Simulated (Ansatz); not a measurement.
## CS2 in Ansatz: the effect of strain

The system is CS2.

```
CELL_PARAMETERS angstrom
3.64579 -2.99431 0.00000
3.64579 2.99431 0.00000
0.00000 0.00000 9.45721
ATOMIC_POSITIONS crystal
S 0.18152 0.81848 0.88687
S 0.31848 0.68152 0.38687
S 0.68152 0.31848 0.61313
S 0.81848 0.18152 0.11313
C 0.50000 0.50000 0.50000
C 0.00000 0.00000 0.00000
```

The cell comes from a database or a generator and needn't be the stable form of this composition.

Alike in all runs:

```yaml
Program: Ansatz 0.2.0
Task: single point
Functional: PBEsol
Potentials_or_basis: Ansatz PAW
Cutoff: "420 eV (not typed: the program's choice for these potentials)"
k_mesh: 5 × 5 × 3
Occupations: fermi-dirac, width 0.05 eV
Spin: no spin polarisation
Kind_of_strain: uniaxial
```

```csv
strain,gap on the mesh (eV),pressure (GPa),largest force (eV/Å)
-0.04,3.47,2.8,1.90
-0.02,3.45,1.3,0.96
-0.01,3.44,0.6,0.51
0,3.44,-0.1,0.09
0.01,3.42,-0.7,0.33
0.02,3.41,-1.3,0.72
0.04,?,?,?
```

Task: What does the run with strain 0.04 give?

Result: gap on the mesh 3.39 eV; pressure -2.4 GPa; largest force 1.47 eV/Å.

Worked out: A parabola through the other rows of the gap on the mesh, of slope -1.33 eV per unit of strain there, extrapolates to 3.39 eV, against the run's 3.39. A straight line through the other rows of the pressure, of slope -68.4 GPa per unit of strain, extrapolates to -2.8 GPa, against the run's -2.4. A parabola through the other rows of the largest force, of slope 71.7 eV/Å per unit of strain there, extrapolates to 1.68 eV/Å, against the run's 1.47. The fit is too stiff a form for this range.

Caveats: odd divisions of the mesh miss points on the zone boundary, where band edges often lie, so the gap on the mesh can be too wide; the PAW data sets come from PBE, with cores solved anew for the run's functional, which leaves a small shift of forces and pressure; forces of over 1 eV/Å show positions far from the minimum, so gaps and moduli don't describe the material at rest (some runs).

A k mesh can miss the band edges.
